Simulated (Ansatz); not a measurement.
# F2S2W (WS2F2): the cost of one run

Program: Ansatz 0.2.0, Gaussian basis. Level of theory: the settings change from run to run. These are calculated values, not measurements.

### Step 1. The geometry

An earlier PBE-D4/def2-SVP relaxation fixed the geometry. W takes a core potential in def2 sets; no spin-orbit term is included.

5 atoms, charge 0, spin multiplicity 1.

Atoms are counted from 1 here; the program's logs count them from 0.

Bond lengths: W1–S2 2.140 Å, W1–S3 2.140 Å, W1–F4 1.866 Å, W1–F5 1.866 Å. Angles: S2–W1–S3 106.8°, S2–W1–F4 108.1°, S2–W1–F5 108.1°, S3–W1–F4 108.1°, S3–W1–F5 108.1°, F4–W1–F5 117.0°.

As a file:

| atom | x (Å) | y (Å) | z (Å) |
| --- | --- | --- | --- |
| W1 | -0.0984 | 0.0003 | -0.0689 |
| S2 | -0.0394 | -0.0180 | 2.0699 |
| S3 | 1.9316 | 0.0123 | -0.7450 |
| F4 | -0.9018 | 1.5939 | -0.6143 |
| F5 | -0.8921 | -1.5886 | -0.6417 |

### Step 2. r2SCAN0/def2-TZVPP

This run has charge -1, multiplicity 2, density fitting with def2-universal-jkfit.

The input, in.yaml:

```yaml
crystal:
  periodic: [false, false, false]
  atoms:
    - {symbol: W, position_ang: [-0.098390, 0.000296, -0.068856]}
    - {symbol: S, position_ang: [-0.039361, -0.017956, 2.069929]}
    - {symbol: S, position_ang: [1.931584, 0.012309, -0.745049]}
    - {symbol: F, position_ang: [-0.901764, 1.593945, -0.614304]}
    - {symbol: F, position_ang: [-0.892068, -1.588584, -0.641720]}
basis:
  gaussian: {orbitals: def2-TZVPP, fitting: {mean_field: def2-universal-jkfit}}
total_charge: -1
magnetization: {spin_polarized: true, initial_magnetization: 1}
hamiltonian: {xc: {name: r2SCAN0}}
output: {forces: true}
```

On the command line:

```bash
> ansatz run in.yaml --threads 4 --pin off --events-out ev --progress --plain --max-ram 3916MiB
```

**Question.** How long does this run take on 4 threads of Arm Neoverse N1, shared host, and how much memory does it need?

About 48 s, with a peak of 0.61 GiB.
